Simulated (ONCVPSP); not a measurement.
# In: the cost of one run

Program: ONCVPSP 4.0.1.1 (patched build). Reference atom: LDA (Perdew-Wang 92), scalar-relativistic, spherical and spin-unpolarised. All values are calculated.

## (1) Starting point

The settings as typed:

```
element                 : indium (In, Z = 49)
type                    : optimised norm-conserving Vanderbilt (ONCV)
frozen core             : [Ar] 3d10
valence charge          : 21
reference configuration : 4s2 4p6 4d10 5s2 5p1
partial waves           : 4s+5s: rc 1.25 bohr, ncon 3, nbas 7, qcut 7.5 1/bohr, 2 projectors; 4p+5p: rc 1.70 bohr, ncon 3, nbas 7, qcut 9.7 1/bohr, 2 projectors; 4d: rc 1.80 bohr, ncon 5, nbas 10, qcut 8.5 1/bohr, 2 projectors, debl 1.2 Ha; f scattering state at 0.46 Ha: rc 1.75 bohr, ncon 3, nbas 6, qcut 7.3 1/bohr, 2 projectors, debl 2.3 Ha
local potential         : polynomial inside 1.20 bohr (lpopt 2, dvloc0 -1 Ha)
core correction         : Teter function, fcfact 3, rcfact 1.05
```

The nodes and maxima of the atom's own shells, from an earlier all-electron run, set the scale for the radii.

All-electron outer shells of the reference configuration (LDA (PZ), scalar-relativistic, ld1.x):

| shell | level (eV) | outermost node (bohr) | outermost maximum (bohr) |
| --- | --- | --- | --- |
| 3p | -648.74 | 0.14 | 0.31 |
| 3d | -433.01 | – | 0.26 |
| 4s | -119.46 | 0.41 | 0.77 |
| 4p | -78.05 | 0.42 | 0.82 |
| 4d | -18.71 | 0.40 | 0.94 |
| 5s | -8.49 | 1.02 | 2.13 |
| 5p | -2.70 | 1.14 | 2.85 |

## (2) Generating the potential

Contents of In.dat:

```
# ATOM AND REFERENCE CONFIGURATION
# atsym  z   nc   nv     iexc    psfile
  In 49.00    6    5  -001012      upf
#
#   n    l    f
    1    0    2.00
    2    0    2.00
    2    1    6.00
    3    0    2.00
    3    1    6.00
    3    2   10.00
    4    0    2.00
    4    1    6.00
    4    2   10.00
    5    0    2.00
    5    1    1.00
#
# PSEUDOPOTENTIAL AND OPTIMIZATION
# lmax
    3
#
#   l,   rc,      ep,       ncon, nbas, qcut
    0    1.25    0.00    3    7    7.50
    1    1.70    0.00    3    7    9.70
    2    1.80    0.00    5   10    8.50
    3    1.75    0.46    3    6    7.30
#
# LOCAL POTENTIAL
# lloc, lpopt,  rc(5),   dvloc0
    4    2    1.20   -1.00
#
# VANDERBILT-KLEINMAN-BYLANDER PROJECTORs
# l, nproj, debl
    0    2    3.60
    1    2    0.70
    2    2    1.20
    3    2    2.30
#
# MODEL CORE CHARGE
# icmod, fcfact, rcfact
    3    3.00    1.05
#
# LOG DERIVATIVE ANALYSIS
# epsh1, epsh2, depsh
   -6.00    5.00    0.04
#
# OUTPUT GRID
# rlmax, drl
    6.00    0.01
#
# TEST CONFIGURATIONS
# ncnf
    4
# nvcnf
#   n    l    f
    5
    4    0    2.00
    4    1    6.00
    4    2   10.00
    5    0    2.00
    5    1    0.00
#
    5
    4    0    2.00
    4    1    6.00
    4    2   10.00
    5    0    1.00
    5    1    0.00
#
    5
    4    0    2.00
    4    1    6.00
    4    2   10.00
    5    0    0.00
    5    1    0.00
#
    5
    4    0    2.00
    4    1    6.00
    4    2    9.00
    5    0    0.00
    5    1    0.00
#
```

On the command line:

```console
$ oncvpsp.x < In.dat > In.out
```

**Question.** How long does this run take on 1 thread of AMD EPYC 9R45, shared host?

About 3.3 s.
